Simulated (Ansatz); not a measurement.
# GaH5S: how energies converge with the basis set

An exercise on one series of results from a longer session: the logs are not shown, and one member is left open.

Computed with Ansatz 0.2.0, Gaussian basis. Level: one geometry, several basis sets.

The runs, in order: PBE0-D4/def2-SVP; ωB97M-V/def2-SVP; PBE0-D4/def2-QZVPP; ωB97M-V/def2-QZVPP; the functionals' def2-TZVPP values are taken from earlier runs.

## Structure used throughout

All runs share one geometry, relaxed beforehand with PBE0-D4 in a triple-zeta def2 set.

SMILES `[SH2+][GaH3-]`, 7 atoms, charge 0, spin multiplicity 1.

Atoms are counted from 1 here; the program's logs count them from 0.

Bond lengths: S1–Ga2 2.599 Å, S1–H3 1.343 Å, S1–H4 1.343 Å, Ga2–H5 1.574 Å, Ga2–H6 1.574 Å, Ga2–H7 1.576 Å. Angles: Ga2–S1–H3 97.6°, Ga2–S1–H4 97.6°, H3–S1–H4 92.7°, S1–Ga2–H5 94.8°, S1–Ga2–H6 94.9°, S1–Ga2–H7 97.5°, H5–Ga2–H6 119.2°, H5–Ga2–H7 118.9°, H6–Ga2–H7 118.9°.

The first run:

Contents of in.yaml:

```yaml
crystal:
  periodic: [false, false, false]
  atoms:
    - {symbol: S, position_ang: [-0.794536, -1.301597, 0.079933]}
    - {symbol: Ga, position_ang: [0.181565, 1.099424, -0.113747]}
    - {symbol: H, position_ang: [-0.081618, -1.698247, 1.147227]}
    - {symbol: H, position_ang: [0.042087, -1.903590, -0.781675]}
    - {symbol: H, position_ang: [-0.401254, 1.363674, -1.552185]}
    - {symbol: H, position_ang: [-0.587463, 1.657832, 1.141352]}
    - {symbol: H, position_ang: [1.702420, 0.714404, 0.033395]}
basis:
  gaussian: {orbitals: def2-SVP}
hamiltonian: {xc: pbe0, dispersion: d4}
output: {orbitals: {seedname: orbitals}}
```

Among the steps run: PBE0-D4 in def2-SVP; ωB97M-V in def2-SVP; PBE0-D4 in def2-QZVPP; ωB97M-V in def2-QZVPP.

One of the session's tables, all rows but one given; the rest of the session is left out.

It belongs to the step «Density functionals: the series». 

| functional | basis | HOMO (eV) |
| --- | --- | --- |
| PBE0-D4 | def2-SVP | -7.83 |
| PBE0-D4 | def2-TZVPP | -7.89 |
| PBE0-D4 | def2-QZVPP | -7.89 |
| ωB97M-V | def2-SVP | ? |
| ωB97M-V | def2-TZVPP | -10.14 |
| ωB97M-V | def2-QZVPP | -10.14 |

**Question.** Estimate the row for ωB97M-V, def2-SVP.

As computed: HOMO (eV): -10.02. In the column «HOMO (eV)» it lies between ωB97M-V, def2-QZVPP (-10.14) and PBE0-D4, def2-TZVPP (-7.89).
